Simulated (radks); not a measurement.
# N⁺ in [He] 2s2 2p2: an all-electron calculation

An exercise on one series of results from a longer session: the logs are not shown, and one member is left open.

Program: radks (a radial shooting solver on a logarithmic mesh, Libxc functionals) version 1. Level of theory: non-relativistic Kohn-Sham, TPSS, spin-polarised, spherical densities, point nucleus; open shells are filled with parallel spins first. These are calculated values, not measurements, unless marked.

**The system**

| Property | Result |
| --- | --- |
| element | nitrogen (Z = 7) |
| charge | +1 |
| electrons | 6 |
| configuration | [He] 2s2 2p2 |

The outer shells:

N⁺
```
[He] core
2s [↑↓]
2p [↑ ][↑ ][  ]
```

Set-up of the first run:

Input:

```text
Z 7
configuration [He] 2s2 2p2 3s0 3p0 3d0
relativity non-relativistic
functional tpss,tpss
spin polarised
nucleus point
```

Command:

```console
python run_ks.py task.json out
```

All runs below come from this command, one after another.

Steps of the session up to this table: Self-consistent calculation.

One of the session's tables, all rows but one given; the rest of the session is left out.

It belongs to the step «Shells». Radial moments (bohr):

```
  level     <r>  outermost maximum (interpolated)  90 % within
  1s up  0.2295                             0.149        0.411
1s down  0.2285                             0.148        0.409
  2s up   1.228                             0.978         1.93
2s down       ?                                 ?            ?
  2p up   1.250                             0.904         2.09
2p down   1.347                             0.966         2.29
```

Estimate the missing values for 2s down.

The run gave: <r>: 1.269; outermost maximum (interpolated): 1.01; 90 % within: 2.01. In the column «<r>» it lies between 2p up (1.250) and 2p down (1.347).

Caveats from the session: Open shells are spherical and high-spin; term and fine-structure splittings are not resolved.
